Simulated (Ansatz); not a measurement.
**CoSi (P2_13): equation of state**

An exercise on one series of results from a longer session: the logs are not shown, and one member is left open.

The COD entry's cell or inner coordinates are ideal or old and differ from later refinements, so a difference from it is no clean test against experiment.

Program: Ansatz 0.2.0. Level of theory: DFT PBE, scalar-relativistic, plane waves, PAW. These are calculated values, not measurements.

**The structure to begin with**

Symmetry: P2_13, No. 198, cubic system. The conventional cell has a = 4.431 Å, b = 4.431 Å, c = 4.431 Å, α = 90.00°, β = 90.00°, γ = 90.00°. Around Co (site symmetry 3) lie 7 Si at 2.32 to 2.43 Å. Si (site symmetry 3) is surrounded by 7 Co at 2.32 to 2.43 Å.

Coordinates:

```
CELL_PARAMETERS angstrom
4.43079 0.00000 0.00000
0.00000 4.43079 0.00000
0.00000 0.00000 4.43079
ATOMIC_POSITIONS crystal
Co 0.14503 0.14503 0.14503
Co 0.35497 0.85497 0.64503
Co 0.64503 0.35497 0.85497
Co 0.85497 0.64503 0.35497
Si 0.84317 0.84317 0.84317
Si 0.65683 0.15683 0.34317
Si 0.34317 0.65683 0.15683
Si 0.15683 0.34317 0.65683
```

An earlier run at PBE left this cell at 10.873 Å³/atom and -0.03 GPa (8×8×8 mesh).

Volume factors to run: 0.980, 1.020, 0.960, 1.040.

Set-up of the first run:

File input.yaml:

```yaml
crystal:
  lattice:
    - [4.4010559511, 0.0, 0.0]
    - [0.0, 4.4010559511, 0.0]
    - [0.0, 0.0, 4.4010559511]
  atoms:
    - { symbol: Co, position: [0.1450289809, 0.1450289809, 0.1450289809] }
    - { symbol: Co, position: [0.3549710191, 0.8549710191, 0.6450289809] }
    - { symbol: Co, position: [0.6450289809, 0.3549710191, 0.8549710191] }
    - { symbol: Co, position: [0.8549710191, 0.6450289809, 0.3549710191] }
    - { symbol: Si, position: [0.8431659221, 0.8431659221, 0.8431659221] }
    - { symbol: Si, position: [0.6568340779, 0.1568340779, 0.3431659221] }
    - { symbol: Si, position: [0.3431659221, 0.6568340779, 0.1568340779] }
    - { symbol: Si, position: [0.1568340779, 0.3431659221, 0.6568340779] }
basis:
  ecutwfc: 420
  ecutrho_ratio: 4
kpoints:
  mp_grid: { grid: [8, 8, 8] }
hamiltonian:
  xc: pbe
scf:
  occupations: { method: gaussian, width: 0.05 }
output:
  forces: true
  stress: true
  eigenvalues: true
relax:
  f_tol: 0.01
  max_steps: 40
```

Run with:

```sh
$ ansatz run input.yaml --threads 4 --pin off --max-ram 10240MiB --backend cpu --events-out ev --progress --plain --runs-dir out
```

Steps of the session up to this table: Volume × 0.980; Scaling the volume by 1.020; Volume × 0.960; At 1.040 of the relaxed volume.

One table of the session follows, with a row left open; its other results are not shown here.

```
volume (Å³/atom)  energy (meV/atom)  pressure (GPa)
          10.438              12.77            9.83
          10.656                  ?               ?
          10.873               0.00           -0.03
          11.091               2.90           -4.16
          11.308              11.10           -7.81
```

Estimate the missing values for volume (Å³/atom) = 10.656.

Worked estimate for «energy (meV/atom)». A straight line through the neighbours (10.438, 12.77) and (10.873, 0.00) gives 12.77 + (0.00 − 12.77) × (10.656 − 10.438) / (10.873 − 10.438) = 6.37; a parabola fitted to 3 rows on both sides gives 3.28.

As computed: energy (meV/atom): 3.04; pressure (GPa): 4.61. In «energy (meV/atom)» the line misses by +3.33 and the parabola by +0.24.

volume (Å³/atom), energy (meV/atom) and a bar:
```
    10.44       12.8 ##############################
    10.66        3.0 #######
    10.87        0.0 
    11.09        2.9 #######
    11.31       11.1 ##########################
```

To keep in mind: Warnings in the runs' records: stress scf threshold loose.
